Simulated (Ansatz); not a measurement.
**BGeH₃+ (doublet): wave-function methods side by side, cc-pVTZ**

The task here is to estimate one member of a computed series from the others.

Method: cc-pVTZ, core rule «outside noble gas», up to 15 orbitals frozen; program: Ansatz 0.2.0, Gaussian basis.

The runs, in order: UHF; CCSD(T) on ROHF; CCSD(T) on UHF; BCCD(T) on ROHF; CCSDT(Q) on ROHF; CCSDT(Q) on UHF; CASSCF and NEVPT2, 9 electrons in 11 orbitals.

7 further runs of the same task are left out: 1 for a known fault of the program, 6 set aside as unsound or not needed.

## The geometry

The geometry is a PBE0/def2-TZVP stationary point (not a proven minimum) of the parent state, kept for this charge and spin. No spin-orbit coupling is included. The filled d shell of Ge may be among the frozen orbitals whatever the setting's name suggests; the logs give the count.

5 atoms, charge 1, spin multiplicity 2.

Atoms are counted from 1 here; the program's logs count them from 0.

Bond lengths: Ge1–B2 2.042 Å, Ge1–H3 1.540 Å, Ge1–H4 1.541 Å, Ge1–H5 1.540 Å. Angles: B2–Ge1–H3 113.2°, B2–Ge1–H4 102.7°, B2–Ge1–H5 113.2°, H3–Ge1–H4 109.4°, H3–Ge1–H5 108.8°, H4–Ge1–H5 109.4°.

The first run:

Contents of in.yaml:

```yaml
crystal:
  periodic: [false, false, false]
  atoms:
    - {symbol: Ge, position_ang: [-0.001461, 0.000000, 0.237148]}
    - {symbol: B, position_ang: [0.029551, 0.000003, -1.804248]}
    - {symbol: H, position_ang: [0.648910, 1.252233, 0.854533]}
    - {symbol: H, position_ang: [-1.509666, -0.000094, 0.552300]}
    - {symbol: H, position_ang: [0.649065, -1.252153, 0.854532]}
basis:
  gaussian: {orbitals: cc-pVTZ}
total_charge: 1
magnetization: {spin_polarized: true, initial_magnetization: 1}
hamiltonian: {xc: hf}
output: {orbitals: {seedname: orbitals}}
```

Launch:

```
ansatz run in.yaml --threads 1 --pin off --events-out ev --progress --plain --max-ram 4096MiB --backend cpu
```

Among the steps run: UHF; CCSD(T) on ROHF; CCSD(T) on UHF; BCCD(T) on ROHF; CCSDT(Q) on ROHF; CCSDT(Q) on UHF; CASSCF and NEVPT2, 9 electrons in 11 orbitals.

One of the session's tables, all rows but one given; the rest of the session is left out.

It belongs to the step «Misses and costs». 

```
        method  from UCCSDT(Q) (kcal/mol)
          ROHF                    +127.15
           UHF                    +125.78
          RMP2                     +29.03
          UMP2                     +28.73
         RCCSD                      +5.03
         UCCSD                      +4.93
      RCCSD(T)                      +1.06
      UCCSD(T)                      +1.04
       BCCD(T)                      +1.05
        RCCSDT                      +0.20
        UCCSDT                      +0.18
     RCCSDT(Q)                          ?
     UCCSDT(Q)                          0
CASSCF valence                     +72.90
NEVPT2 valence                     +18.60
```

**Question.** Estimate the row for RCCSDT(Q).

The run gave: from UCCSDT(Q) (kcal/mol): +0.05. In the column «from UCCSDT(Q) (kcal/mol)» it lies between UCCSDT(Q) (0) and UCCSDT (+0.18).

Caveats from the session: Restricted and unrestricted rows rest on different reference determinants; where their highest levels disagree by more than a few hundredths of an eV, they describe different states and don't form one ladder.
